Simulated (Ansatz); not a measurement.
# SbSeBr3: the cost of one run

Program: Ansatz 0.2.0. Level of theory: DFT PBE, scalar-relativistic, plane waves, PAW. These are calculated values, not measurements.

2 further runs of the same task are left out: 1 that didn't finish, 1 set aside as unsound or not needed.

**1. The system as given**

It takes space group Pm-3m (No. 221, cubic). The conventional cell has a = 5.559 Å, b = 5.559 Å, c = 5.559 Å, α = 90.00°, β = 90.00°, γ = 90.00°. Sb (site symmetry m-3m) has 6 Br at 2.78 Å as nearest neighbours. Se (site symmetry m-3m) has 12 Br at 3.93 Å as nearest neighbours. Br (site symmetry 4/mmm) has 2 Sb at 2.78 Å as nearest neighbours.

As a file:

```xyz
5
Lattice="5.5591 0.0000 0.0000 0.0000 5.5591 0.0000 0.0000 0.0000 5.5591" Properties=species:S:1:pos:R:3 pbc="T T T"
Sb    2.7796    2.7796    2.7796
Se    0.0000    0.0000    0.0000
Br    0.0000    2.7796    2.7796
Br    2.7796    0.0000    2.7796
Br    2.7796    2.7796    0.0000
```

A structure generator made this guess: random cell by space group and Wyckoff sites (Pm-3m, No. 221). Its size is a rough estimate.

**2. The guess as it stands, on a coarse mesh**

The input, input.yaml:

```yaml
crystal:
  lattice:
    - [5.55913484, 0.0, 0.0]
    - [0.0, 5.55913484, 0.0]
    - [0.0, 0.0, 5.55913484]
  atoms:
    - { symbol: Sb, position: [0.5, 0.5, 0.5] }
    - { symbol: Se, position: [0.0, 0.0, 0.0] }
    - { symbol: Br, position: [0.0, 0.5, 0.5] }
    - { symbol: Br, position: [0.5, 0.0, 0.5] }
    - { symbol: Br, position: [0.5, 0.5, 0.0] }
basis:
  ecutwfc: 420
kpoints:
  mp_grid: { grid: [4, 4, 4] }
hamiltonian:
  xc: pbe
scf:
  occupations: { method: gaussian, width: 0.1 }
  lower_state_search: "off"
output:
  forces: true
  stress: true
  eigenvalues: true
```

The run is started by

```
$ ansatz run input.yaml --threads 1 --pin off --max-ram 2560MiB --backend cpu --events-out ev --progress --plain --runs-dir out
```

Q: Estimate wall time and peak memory on 1 thread of Arm Neoverse V2, shared host.

About 3.5 s, with a peak of 0.4 GiB.
